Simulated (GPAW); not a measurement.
# MoSe in GPAW: convergence with k mesh

MoSe:

```
CELL_PARAMETERS angstrom
0.00000 2.89288 2.89288
2.89288 0.00000 2.89288
2.89288 2.89288 0.00000
ATOMIC_POSITIONS crystal
Mo 0.00000 0.00000 0.00000
Se 0.50000 0.50000 0.50000
```

The cell was built by a generator and needn't be a form met in nature.

- Program: GPAW 26.7.0
- Task: convergence study
- Functional: LDA
- Potentials or basis: the program's PAW data sets (release 1.2.1) made for this functional
- Cutoff: 600 eV
- Basis: pw
- k mesh: 2 × 2 × 2
- Occupations: fermi-dirac, width 0.05 eV
- Spin: no spin polarisation

These are the settings of the first run; the series varies k mesh, with any setting tied to it.

Hardware: 1 thread of Arm Neoverse V1 (shared host).

```tsv
k mesh	energy less the tightest run, at zero smearing (meV/atom)	pressure (GPa)	SCF cycles	CPU time (s)	peak memory (GiB)
2 × 2 × 2	84.36	-25.45	9	4	0.14
3 × 3 × 3	-65.06	-26.96	9	4.7	0.14
4 × 4 × 4	-10.95	-25.72	9	7.1	0.14
5 × 5 × 5	34.17	-25.15	9	8.2	0.15
6 × 6 × 6	2.20	-25.42	10	12	0.15
7 × 7 × 7	5.20	-25.38	9	14	0.15
9 × 9 × 9	-0.61	-25.56	9	23	0.16
11 × 11 × 11	0.00	-25.55	9	36	0.18
```

Against the tightest run, the energy stays within 1 meV/atom from 9 × 9 × 9 on; the pressure stays within 0.1 GPa from 9 × 9 × 9 on. Meshes of other sizes hit other points, so gaps and Fermi surfaces needn't settle smoothly. The tightest run that finished is the yardstick and may itself not be fully converged.

Caveat, for the tightest run too: so large a pressure means that the cell lies far from this level's equilibrium, or that cutoff or potentials fall short.
